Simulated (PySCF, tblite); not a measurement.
# C₄H₁₀BNO₂: geometry, infrared bands and NMR shifts

What infrared bands and NMR shifts should C₄H₁₀BNO₂ (`[NH3+][BH2-][C@@H]1C[C@H]1OC=O`) show?

Computed with tblite 0.8.0 and PySCF 2.14.0, with density-fitted response routines of our own, on a single molecule in the gas phase. Atoms count from 0, in the outputs and in this text.

## Step 1: The molecule as given

18 atoms, charge 0, multiplicity 1; geometry from: force field or distance geometry start.

Bonds of the start (Å): N0–B1 1.52, B1–C2 1.58, C2–C3 1.53, C3–C4 1.55, C4–O5 1.42, O5–C6 1.40, C6–O7 1.26, C4–C2 1.51, N0–H8 1.03, N0–H9 1.04, N0–H10 1.04, B1–H11 1.22, B1–H12 1.19, C2–H13 1.11, C3–H14 1.10, C3–H15 1.08, C4–H16 1.10, C6–H17 1.08.

## Step 2: Geometry optimisation with GFN2-xTB

Job settings and geometry (Å):

```
{"job": {"kind": "relax", "xc": "GFN2-xTB", "basis": "xTB"}, "charge": 0, "multiplicity": 1}
N      1.927400     0.707100     0.741400
B      1.792600    -0.553700    -0.091000
C      0.321000    -0.879900    -0.549200
C     -0.356300     0.090900    -1.525200
C     -0.844400    -0.058700    -0.062800
O     -2.150600    -0.608900    -0.010700
C     -3.081800     0.020100     0.822600
O     -2.794700     1.040500     1.512500
H      1.311700     1.431100     0.351100
H      1.746700     0.495900     1.742300
H      2.895700     1.076300     0.664500
H      2.243200    -1.461600     0.592600
H      2.534700    -0.452100    -1.010700
H      0.073200    -1.948100    -0.689600
H      0.111300     1.076900    -1.691600
H     -0.961800    -0.416500    -2.264400
H     -0.692700     0.835700     0.564400
H     -4.083800    -0.388500     0.892000
```

Launch:

```sh
> OMP_NUM_THREADS=1 python probes_run.py task.json out
```

One launch serves the whole session: the jobs run in the order shown.

**Question.** This job is followed by: GFN2-xTB harmonic vibrations, gas phase; GIAO PBE0/pcSseg-1 NMR shielding, non-relativistic, gas phase. What will the session give for the following? strongest single infrared mode (GFN2-xTB); zero-point energy (GFN2-xTB); ¹³C shifts against TMS (PBE0/pcSseg-1); ¹H shifts against TMS (PBE0/pcSseg-1, means over atoms taken as alike); ¹⁵N shifts against NH3 (PBE0/pcSseg-1); ¹¹B shifts against BF3·OEt2 (PBE0/pcSseg-1); ¹⁷O shifts against H2O (PBE0/pcSseg-1).

The runs gave:

```
                                                              quantity                                                value
                             strongest single infrared mode (GFN2-xTB)                                1738 cm⁻¹, 571 km/mol
                                          zero-point energy (GFN2-xTB)                                        90.9 kcal/mol
                                ¹³C shifts against TMS (PBE0/pcSseg-1)                          172.6, 62.2, 19.0, 13.9 ppm
¹H shifts against TMS (PBE0/pcSseg-1, means over atoms taken as alike)  8.18, 4.03, 3.29, 2.39, 1.31, 1.27, 0.83, -0.04 ppm
                                ¹⁵N shifts against NH3 (PBE0/pcSseg-1)                                             43.2 ppm
                           ¹¹B shifts against BF3·OEt2 (PBE0/pcSseg-1)                                            -19.2 ppm
                                ¹⁷O shifts against H2O (PBE0/pcSseg-1)                                     414.5, 250.7 ppm
```

Over 223 steps the energy fell by 1.199 eV; of the close pairs, N0–B1 changed most, 1.517 to 1.646 Å. All 48 modes are real, so the xTB geometry is a minimum. The strongest single mode, at 1738 cm⁻¹, moves mainly C6 and O7. GFN2-xTB is a fitted tight-binding method: band positions and strengths are rough. Its intensities can rank the bands wrongly. The most deshielded carbon is C6 (ester carbonyl carbon), at 172.6 ppm: it is a carbonyl in resonance with an O or N lone pair, the region of acids, esters and amides. At PBE0/pcSseg-1: The widest tensor belongs to O7: span 631 ppm, with a paramagnetic part of -482 ppm.
